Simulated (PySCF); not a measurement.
# C4H7NO2: the cost of one run

Programs: PySCF 2.14.0, with routines of our own; each step states its level. All values are computed. Atoms count from 0.

### 1 The starting structure

14 atoms, charge 0, multiplicity 1; geometry from: GFN2-xTB.

### 2 Magnetic properties: GIAO wB97X-D/pcSseg-1

The job: settings as JSON, then the geometry in Å.

```
{"job": {"kind": "mag", "xc": "wB97X-D", "basis": "pcSseg-1", "isotopologues": 2}, "charge": 0, "multiplicity": 1}
C      2.356027     0.474549     0.079513
C      1.195492    -0.240708    -0.556005
O      1.253994    -0.990581    -1.491528
O      0.049811     0.070228     0.068677
C     -1.136746    -0.540524    -0.426736
C     -2.314212    -0.083661     0.392316
N     -2.313089     0.702609     1.362094
H      3.273444     0.213219    -0.438272
H      2.190928     1.548308     0.029600
H      2.424668     0.191062     1.127141
H     -1.282040    -0.272183    -1.480944
H     -1.041642    -1.632719    -0.376406
H     -3.265570    -0.504727     0.080119
H     -1.391743     1.064656     1.608265
```

Level: GIAO wB97X-D/pcSseg-1 magnetisability, rotational g tensor and spin-rotation constants, non-relativistic, gas phase.

Launch:

```bash
$ OMP_NUM_THREADS=1 python excited_run.py task.json out
```

This one command runs all jobs of the session in turn.

**Question.** How long does this first job take on 1 thread of Arm Neoverse V1, shared host, and how much memory does it need?

About 28 s, with a peak of 0.94 GiB.
